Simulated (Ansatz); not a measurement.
# CH3BOSeTe: rotation by 180° about the C2–B3 bond, part 2 of 2

Aim: the minimum-energy path and barrier of the rotation by 180° about the C2–B3 bond. The ends are relaxed first, then joined by a nudged elastic band. SMILES of the start: O=CB([SeH])[TeH].

Ansatz 0.2.0; RKS PBE0-D4/def2-SVP. The steps go on from the part before.

## 8. The band again, with other settings

crystal.atoms and neb.final_atoms are the typed geometries, not the relaxed ends. With 7 inner images the band has 9 in all.

The input, input.yaml:

```yaml
crystal:
  periodic: [false, false, false]
  atoms:
    - { symbol: O, position_ang: [0.9676, -0.294, 2.0521] }
    - { symbol: C, position_ang: [0.8395, 0.4503, 1.0451] }
    - { symbol: B, position_ang: [0.2879, -0.1391, -0.3161] }
    - { symbol: Se, position_ang: [0.2641, 1.0468, -1.9322] }
    - { symbol: Te, position_ang: [-0.3036, -2.2681, -0.4559] }
    - { symbol: H, position_ang: [1.1395, 1.5109, 1.0968] }
    - { symbol: H, position_ang: [-1.2184, 1.4289, -1.5402] }
    - { symbol: H, position_ang: [-1.8844, -1.7929, -0.0054] }
basis:
  gaussian: { orbitals: def2-SVP }
hamiltonian:
  xc: pbe0
  dispersion: d4
neb:
  order_check: false
  images: 7
  f_tol: 0.05
  max_iterations: 46
  initial_path: idpp
  final_atoms:
    - { symbol: O, position_ang: [0.9676, -0.294, 2.0521] }
    - { symbol: C, position_ang: [0.8395, 0.4503, 1.0451] }
    - { symbol: B, position_ang: [0.2879, -0.1391, -0.3161] }
    - { symbol: Se, position_ang: [-0.35519, -2.03759, -0.3457] }
    - { symbol: Te, position_ang: [0.09913, 1.15616, -2.1018] }
    - { symbol: H, position_ang: [1.1395, 1.5109, 1.0968] }
    - { symbol: H, position_ang: [1.10135, -2.44743, -0.80178] }
    - { symbol: H, position_ang: [1.68932, 0.691, -2.52911] }
```

Launch:

```bash
> ansatz run input.yaml --threads 2 --pin off --max-ram 3072MiB --backend cpu --events-out ev --progress --plain --runs-dir out
```

The log of the run:

```text
Warning: RAYON_NUM_THREADS=2 ignored (pool sized by the plan → 2); use --threads N
Engine: ansatz 0.2.0, aarch64-unknown-linux-gnu
Functional definition: PBE0
  parameter a = 0.25
  parameter kappa = 0.804
  parameter beta = 0.06672455060314922
  exchange = (1 - a)*pbe_x(kappa = kappa, mu = beta*pi^2/3) + a*exact_x
  correlation = pbe_c(beta = beta)
1343 factors; integrals over basis functions are off by at most 3.3e-4 eV
mean field evaluation 1: about -76405.6688 eV, gradient 7.2e1 eV
mean field evaluation 2: about -76070.1531 eV, gradient 2.2e2 eV
mean field evaluation 4: about -76421.9994 eV, gradient 5.3e1 eV
mean field evaluation 8: about -76427.8261 eV, gradient 6.3e-1 eV
mean field evaluation 16: about -76427.8736 eV, gradient 1.3e-3 eV
mean field -76427.87355546 eV, -2808.6725484898 hartree, gradient 7.5e-5 eV, S^2 0.000000; 0 other end points of the search recorded, 0 dependent functions left out
[... 4 lines left out ...]
mean field -76427.86084181 eV, -2808.6720812717 hartree, gradient 5.4e-5 eV, S^2 0.000000; 0 other end points of the search recorded, 0 dependent functions left out
[... 2 lines left out ...]
WARN: NEB end point (image 0): max|allowed force component| = 3.023e0 eV/Å (the criterion of neb.relax_end_points is 1.000e-2). That is over neb.f_tol: it is no minimum, so the barrier can be far off. Relax it first
WARN: NEB end point (image 8): max|allowed force component| = 3.687e0 eV/Å (the criterion of neb.relax_end_points is 1.000e-2). That is over neb.f_tol: it is no minimum, so the barrier can be far off. Relax it first
[... 2 lines left out ...]
mean field -76427.89585863 eV, -2808.6733681161 hartree, gradient 4.7e-5 eV, S^2 0.000000; 0 other end points of the search recorded, 0 dependent functions left out
[... 3 lines left out ...]
mean field -76427.97067632 eV, -2808.6761176156 hartree, gradient 4.6e-5 eV, S^2 0.000000; 0 other end points of the search recorded, 0 dependent functions left out
[... 4 lines left out ...]
mean field -76428.07084319 eV, -2808.6797986802 hartree, gradient 3.0e-5 eV, S^2 0.000000; 0 other end points of the search recorded, 0 dependent functions left out
[... 3 lines left out ...]
mean field -76428.10357347 eV, -2808.6810014956 hartree, gradient 4.3e-5 eV, S^2 0.000000; 0 other end points of the search recorded, 0 dependent functions left out
[... 4 lines left out ...]
mean field -76428.03622292 eV, -2808.6785264086 hartree, gradient 1.4e-5 eV, S^2 0.000000; 0 other end points of the search recorded, 0 dependent functions left out
[... 4 lines left out ...]
mean field -76427.92497384 eV, -2808.6744380804 hartree, gradient 8.2e-5 eV, S^2 0.000000; 0 other end points of the search recorded, 0 dependent functions left out
[... 3 lines left out ...]
mean field -76427.86103848 eV, -2808.6720884992 hartree, gradient 4.1e-5 eV, S^2 0.000000; 0 other end points of the search recorded, 0 dependent functions left out
[... from here on, the SCF cycles and remarks between the steps are left out, and one step in 2 is shown ...]
NEB iter   1: max|band force component| = 3.571e0 eV/Å  barrier→ = 0.0133 eV  barrier← = 0.0000 eV  Δτ_max = 0.2000 Å  (307 SCF iters)
NEB iter   2: max|band force component| = 2.516e0 eV/Å  barrier→ = 0.0133 eV  barrier← = 0.0000 eV  Δτ_max = 0.1910 Å  (280 SCF iters)
NEB iter   4: max|band force component| = 9.254e-1 eV/Å  barrier→ = 0.0133 eV  barrier← = 0.0000 eV  Δτ_max = 0.2000 Å  (240 SCF iters)
NEB iter   6: max|band force component| = 6.659e-1 eV/Å  barrier→ = 0.0133 eV  barrier← = 0.0000 eV  Δτ_max = 0.1003 Å  (236 SCF iters)
NEB iter   8: max|band force component| = 6.457e-1 eV/Å  barrier→ = 0.0133 eV  barrier← = 0.0000 eV  Δτ_max = 0.0500 Å  (237 SCF iters)
NEB iter  10: max|band force component| = 6.466e-1 eV/Å  barrier→ = 0.0133 eV  barrier← = 0.0000 eV  Δτ_max = 0.0250 Å  (251 SCF iters)
NEB iter  12: max|band force component| = 4.657e-1 eV/Å  barrier→ = -0.7251 eV  barrier← = -0.7384 eV  CI = image 1  Δτ_max = 0.0250 Å  (247 SCF iters)
NEB iter  14: max|band force component| = 4.928e-1 eV/Å  barrier→ = -0.7771 eV  barrier← = -0.7904 eV  CI = image 1  Δτ_max = 0.0498 Å  (252 SCF iters)
NEB iter  16: max|band force component| = 5.660e-1 eV/Å  barrier→ = -0.8354 eV  barrier← = -0.8487 eV  CI = image 1  Δτ_max = 0.0498 Å  (244 SCF iters)
NEB iter  18: max|band force component| = 5.772e-1 eV/Å  barrier→ = -0.9196 eV  barrier← = -0.9329 eV  CI = image 1  Δτ_max = 0.1004 Å  (243 SCF iters)
NEB iter  20: max|band force component| = 1.013e0 eV/Å  barrier→ = -1.0790 eV  barrier← = -1.0922 eV  CI = image 5  Δτ_max = 0.1982 Å  (242 SCF iters)
NEB iter  22: max|band force component| = 1.269e0 eV/Å  barrier→ = -1.1315 eV  barrier← = -1.1448 eV  CI = image 5  Δτ_max = 0.0502 Å  (243 SCF iters)
NEB iter  24: max|band force component| = 4.311e-1 eV/Å  barrier→ = -1.1339 eV  barrier← = -1.1472 eV  CI = image 5  Δτ_max = 0.0501 Å  (243 SCF iters)
NEB iter  26: max|band force component| = 2.560e-1 eV/Å  barrier→ = -1.1345 eV  barrier← = -1.1478 eV  CI = image 5  Δτ_max = 0.0500 Å  (234 SCF iters)
NEB iter  28: max|band force component| = 1.927e-1 eV/Å  barrier→ = -1.1347 eV  barrier← = -1.1479 eV  CI = image 5  Δτ_max = 0.0499 Å  (234 SCF iters)
NEB iter  30: max|band force component| = 2.083e-1 eV/Å  barrier→ = -1.1349 eV  barrier← = -1.1482 eV  CI = image 5  Δτ_max = 0.0250 Å  (247 SCF iters)
NEB iter  32: max|band force component| = 1.213e-1 eV/Å  barrier→ = -1.1355 eV  barrier← = -1.1488 eV  CI = image 5  Δτ_max = 0.0250 Å  (244 SCF iters)
NEB iter  34: max|band force component| = 1.248e-1 eV/Å  barrier→ = -1.1358 eV  barrier← = -1.1491 eV  CI = image 5  Δτ_max = 0.0250 Å  (232 SCF iters)
NEB iter  36: max|band force component| = 1.201e-1 eV/Å  barrier→ = -1.1363 eV  barrier← = -1.1495 eV  CI = image 5  Δτ_max = 0.1006 Å  (221 SCF iters)
NEB iter  38: max|band force component| = 3.144e-1 eV/Å  barrier→ = -1.1370 eV  barrier← = -1.1502 eV  CI = image 5  Δτ_max = 0.0250 Å  (240 SCF iters)
NEB iter  40: max|band force component| = 9.951e-2 eV/Å  barrier→ = -1.1384 eV  barrier← = -1.1517 eV  CI = image 5  Δτ_max = 0.0502 Å  (233 SCF iters)
NEB iter  42: max|band force component| = 1.162e-1 eV/Å  barrier→ = -1.1394 eV  barrier← = -1.1527 eV  CI = image 5  Δτ_max = 0.0501 Å  (239 SCF iters)
NEB iter  44: max|band force component| = 1.378e-1 eV/Å  barrier→ = -1.1407 eV  barrier← = -1.1540 eV  CI = image 5  Δτ_max = 0.0499 Å  (229 SCF iters)
NEB iter  46: max|band force component| = 6.996e-1 eV/Å  barrier→ = -1.1422 eV  barrier← = -1.1554 eV  CI = image 5  Δτ_max = 0.0251 Å  (233 SCF iters)
[...]
this run last wrote the band of iteration 46 to <dir>
Error: NEB band did not converge after 46 iterations: max|band force component| = 7.00e-1 eV/Å (threshold 5.0e-2); raise `neb.max_iterations` in a new run, which can start from the last band evaluated (`neb.initial_path`, with `crystal.atoms` and `neb.final_atoms` set to its first and last images), add images, or start from endpoints closer to local minima. Where this run's directory can be resumed (`checkpoint.write`), a resume goes on for up to `neb.max_iterations` more; to start a new run from the last band, take its images' positions from the `neb_iteration` event of iteration 46 (`data.images[].positions_ang`), in the event stream of the run that computed that iteration (not this run's, if it was resumed behind it). With `checkpoint.write`, `steps/00-neb/state/checkpoint.json` in the run directory holds the last saved band, under `neb.evaluated.images[].positions_ang` (a band under a hybrid functional on support functions is neither saved nor resumed: `neb.initial_path` says where its path is): check the last entry of `neb.iterations` there, which is earlier than 46 if that iteration was not saved or its write failed. If the band's step has no `state` directory and holds `state.next`, a write was cut short, and the file is under `state.next` instead (behind a loss of power it can be under `state.prev`)
this run wrote the band of iteration 46 to <dir> as well, whether or not its events were kept: a new run's `neb.initial_path` can list its `images[].positions_ang`
a run's events are kept only if it was started with --events-out <file>, and are in that file
```

Run time: 22 min. Hardware: 2 threads of Arm Neoverse V1, shared host; peak memory 0.32 GiB.

## 9. The band, image by image

The run ended unconverged after 46 band iterations. The table shows its last band, which is no minimum-energy path. Images 0 and 8 are the ends. Energies count from image 0; the path length is the program's own measure over all atoms.

| image | path (Å) | energy (eV) | dihedral O1–C2–B3–Te5 (°) | band force (eV/Å) |
| --- | --- | --- | --- | --- |
| 0 | 0.000 | 0.0000 | 1 | - |
| 1 | 2.375 | -1.7333 | -1 | 0.181 |
| 2 | 4.749 | -1.6281 | -45 | 0.134 |
| 3 | 7.112 | -1.6422 | 75 | 0.700 |
| 4 | 9.468 | -1.7042 | 177 | 0.124 |
| 5* | 11.807 | -1.1422 | 140 | 0.122 |
| 6 | 13.236 | -1.6905 | 153 | 0.252 |
| 7 | 14.665 | -1.3315 | 177 | 0.048 |
| 8 | 16.094 | 0.0133 | -179 | - |

The star marks the climbing image.

image, energy (eV) and a bar:
```
        0      0.000 ##############################
        1     -1.733 
        2     -1.628 ##
        3     -1.642 ##
        4     -1.704 
        5     -1.142 ##########
        6     -1.690 #
        7     -1.332 #######
        8      0.013 ##############################
```

## 10. The band again, with other settings

crystal.atoms is end A as relaxed above, and neb.final_atoms is end B, turned to lie on A. With 7 inner images the band has 9 in all.

The input, input.yaml:

```yaml
crystal:
  periodic: [false, false, false]
  atoms:
    - { symbol: O, position_ang: [0.640777, -0.505538, 1.979085] }
    - { symbol: C, position_ang: [0.674233, 0.300736, 1.079331] }
    - { symbol: B, position_ang: [-0.070594, 0.112821, -0.332871] }
    - { symbol: Se, position_ang: [0.166606, 1.576601, -1.554729] }
    - { symbol: Te, position_ang: [-1.183798, -1.66659, -0.655712] }
    - { symbol: H, position_ang: [1.259804, 1.251386, 1.221226] }
    - { symbol: H, position_ang: [-0.632763, 1.044555, -2.668752] }
    - { symbol: H, position_ang: [-0.762065, -2.171171, 0.876622] }
basis:
  gaussian: { orbitals: def2-SVP }
hamiltonian:
  xc: pbe0
  dispersion: d4
neb:
  order_check: false
  images: 7
  f_tol: 0.05
  max_iterations: 41
  initial_path: idpp
  optimiser: fire
  climbing: immediate
  final_atoms:
    - { symbol: O, position_ang: [1.32193152, 1.3132914, 1.33622216] }
    - { symbol: C, position_ang: [0.68567949, 0.31535349, 1.08933896] }
    - { symbol: B, position_ang: [-0.06098789, 0.11900594, -0.31576195] }
    - { symbol: Se, position_ang: [0.17823125, 1.5866637, -1.52572721] }
    - { symbol: Te, position_ang: [-1.1865868, -1.65256215, -0.68652318] }
    - { symbol: H, position_ang: [0.60971054, -0.50161364, 1.85855071] }
    - { symbol: H, position_ang: [-0.62256265, 1.03584859, -2.63329425] }
    - { symbol: H, position_ang: [-0.83321545, -2.27318733, 0.82139475] }
```

Launch:

```bash
> ansatz run input.yaml --threads 2 --pin off --max-ram 3072MiB --backend cpu --events-out ev --progress --plain --runs-dir out
```

The log of the run (excerpt; [...] marks lines left out):

```text
Warning: RAYON_NUM_THREADS=2 ignored (pool sized by the plan → 2); use --threads N
[...]
[... 1 set-up line as earlier in the session ...]
[...]
1345 factors; integrals over basis functions are off by at most 3.1e-4 eV
[...]
mean field -76429.60727995 eV, -2808.7362616896 hartree, gradient 6.0e-5 eV, S^2 0.000000; 0 other end points of the search recorded, 0 dependent functions left out
[...]
reference -76429.60730201 eV, -2808.7362625004 hartree; 40, 40 occupied and 75, 75 virtual orbitals, 1345 factors
1346 factors; integrals over basis functions are off by at most 5.2e-4 eV
[...]
mean field -76429.57881294 eV, -2808.7352155464 hartree, gradient 3.6e-5 eV, S^2 0.000000; 0 other end points of the search recorded, 0 dependent functions left out
[...]
reference -76429.57883499 eV, -2808.7352163566 hartree; 40, 40 occupied and 75, 75 virtual orbitals, 1346 factors
[...]
NEB iter  24: max|band force component| = 4.479e-2 eV/Å  barrier→ = 0.0901 eV  barrier← = 0.0615 eV  CI = image 3  Δτ_max = 0.0000 Å  (437 SCF iters)
Total energy: -76429.73940734 eV, -2808.7411172817 hartree
Atom 0 at     0.061847     0.146647     2.197125 Å, force    -0.003869    -0.001847    -0.004657 eV/Å
Atom 1 at     0.597388     0.331767     1.129448 Å, force     0.028645     0.007600     0.012663 eV/Å
Atom 2 at    -0.134119     0.169183    -0.272866 Å, force     0.037630    -0.001098    -0.011728 eV/Å
Atom 3 at    -0.347256     1.774065    -1.305851 Å, force    -0.011123    -0.008359    -0.011792 eV/Å
Atom 4 at    -0.684774    -1.794752    -0.897843 Å, force     0.007746     0.008570    -0.018265 eV/Å
Atom 5 at     1.684277     0.631443     1.087364 Å, force     0.012494     0.015133     0.043617 eV/Å
Atom 6 at    -0.949247     1.172874    -2.506763 Å, force    -0.033645    -0.017882     0.000771 eV/Å
Atom 7 at    -0.135916    -2.488429     0.513586 Å, force    -0.037879    -0.002117    -0.010609 eV/Å
Dipole moment:     0.078282    -0.083953    -0.543925 e Å
this run last wrote the band of iteration 24 to <dir>
```

Wall time 11 min (2 threads of Arm Neoverse V1, shared host); peak memory 0.32 GiB.

## 11. What the band shows

The 7 inner images lie between the fixed ends 0 and 8. Energy is taken from image 0, and the path length is the program's own coordinate along the band.

| image | path (Å) | energy (eV) | dihedral O1–C2–B3–Te5 (°) | band force (eV/Å) |
| --- | --- | --- | --- | --- |
| 0 | 0.000 | 0.0000 | 0 | - |
| 1 | 0.519 | 0.0252 | -23 | 0.025 |
| 2 | 1.038 | 0.0689 | -47 | 0.037 |
| 3* | 1.556 | 0.0901 | -69 | 0.045 |
| 4 | 2.081 | 0.0884 | -91 | 0.043 |
| 5 | 2.606 | 0.0801 | -113 | 0.032 |
| 6 | 3.129 | 0.0662 | -134 | 0.019 |
| 7 | 3.652 | 0.0430 | -156 | 0.012 |
| 8 | 4.174 | 0.0286 | -179 | - |

The star marks the climbing image.

image, energy (eV) and a bar:
```
        0      0.000 
        1      0.025 ########
        2      0.069 #######################
        3      0.090 ##############################
        4      0.088 #############################
        5      0.080 ###########################
        6      0.066 ######################
        7      0.043 ##############
        8      0.029 ##########
```

## 12. Results

The summary covers parts 1 to 2.

| quantity | value |
| --- | --- |
| end A | 16 moves, 1.738 eV lower |
| end B | 17 moves, 1.723 eV lower |
| first band: barrier forwards | 0.085 eV |
| first band: barrier backwards | 0.057 eV |
| first band: second end relative to first | +0.029 eV |
| first band: highest image | 3 of 0 to 8, climbing |
| first band: band iterations | 7 |
| imaginary modes at the top | 49i cm⁻¹ |
| second band | not converged, 46 iterations, 7 inner images |
| time, first and second band | 3.9 min and 22 min |
| third band | top 0.090 eV above image 0, 24 iterations, 7 inner images |
| time, first and third band | 3.9 min and 11 min |

In words: In the first band: the top lies 0.085 eV above the first end, or 3 kT at room temperature; with a typical attempt rate of 10^13 per second that is roughly 10^12 events a second. Going back costs 0.057 eV, since the second end is 0.029 eV above the first. The listed dihedral goes from 0° at end A through -72° at the highest image to -179° at end B. One imaginary mode, as a first-order saddle point has. As for the second band: its ends are the typed geometries, not minima, so its barrier counts from a strained start. The third band's top lies 5 meV above the first's, so the changed settings hardly move the height. These are electronic energies, with no zero-point or thermal terms.
